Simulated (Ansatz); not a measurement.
# HfF (doublet): the correlation ladder, def2-SVP

An exercise on one series of results from a longer session: the logs are not shown, and one member is left open.

Program: Ansatz 0.2.0, Gaussian basis. Level of theory: def2-SVP, core rule «outside noble gas», up to 5 orbitals frozen. These are calculated values, not measurements.

To be run: UHF; CCSD(T) on ROHF; CCSD(T) on UHF; CISD as a restricted active space (open shells left free, so some higher excitations enter); CCSDT(Q) on ROHF; CCSDT(Q) on UHF.

31 further runs of the same task are left out: 12 for a known fault of the program, 8 that didn't finish, 11 set aside as unsound or not needed. Runs told in other sessions of the task aren't counted.

**The geometry**

The geometry is a PBE0/def2-TZVP stationary point (not a proven minimum) of the parent state, kept for this charge and spin. No spin-orbit coupling is included. Elements past krypton take def2 core potentials.

2 atoms, charge 0, spin multiplicity 2.

Atoms are counted from 1 here; the program's logs count them from 0.

Bond lengths: Hf1–F2 1.894 Å.

The first run:

Input file in.yaml:

```yaml
crystal:
  periodic: [false, false, false]
  atoms:
    - {symbol: Hf, position_ang: [0.000000, 0.000000, 0.000000]}
    - {symbol: F, position_ang: [0.000000, 0.000000, 1.893800]}
basis:
  gaussian: {orbitals: def2-SVP}
magnetization: {spin_polarized: true, initial_magnetization: 1}
hamiltonian: {xc: hf}
output: {orbitals: {seedname: orbitals}}
```

Command:

```console
$ ansatz run in.yaml --threads 1 --pin off --events-out ev --progress --plain --max-ram 2393MiB
```

Among the steps run: UHF; CCSD(T) on ROHF; CCSD(T) on UHF; CISD as a restricted active space (open shells left free, so some higher excitations enter); CCSDT(Q) on ROHF; CCSDT(Q) on UHF.

One table of the session follows, with a row left open; its other results are not shown here.

It belongs to the step «Misses and costs». 

| method | from RCCSDT(Q) (kcal/mol) |
| --- | --- |
| ROHF | +165.39 |
| UHF | ? |
| RMP2 | +10.58 |
| UMP2 | +10.43 |
| RCCSD | +4.75 |
| UCCSD | +3.89 |
| RCCSD(T) | +0.73 |
| UCCSD(T) | -0.04 |
| RCCSDT | +0.22 |
| UCCSDT | -0.50 |
| RCCSDT(Q) | 0 |
| UCCSDT(Q) | -0.91 |

Q: Estimate the row for UHF from the others.

The run gave: from RCCSDT(Q) (kcal/mol): +162.39. In the column «from RCCSDT(Q) (kcal/mol)» it lies between RMP2 (+10.58) and ROHF (+165.39).

Not comparable, so not listed: CISD as a restricted active space (open shells left free, so some higher excitations enter) (they don't share determinant, frozen orbitals or solution with the rows shown, or repeat one).

Caveats from the session: Restricted and unrestricted rows rest on different reference determinants; a gap between their highest levels can come from leftover correlation error, from unlike frozen cores or from another state.
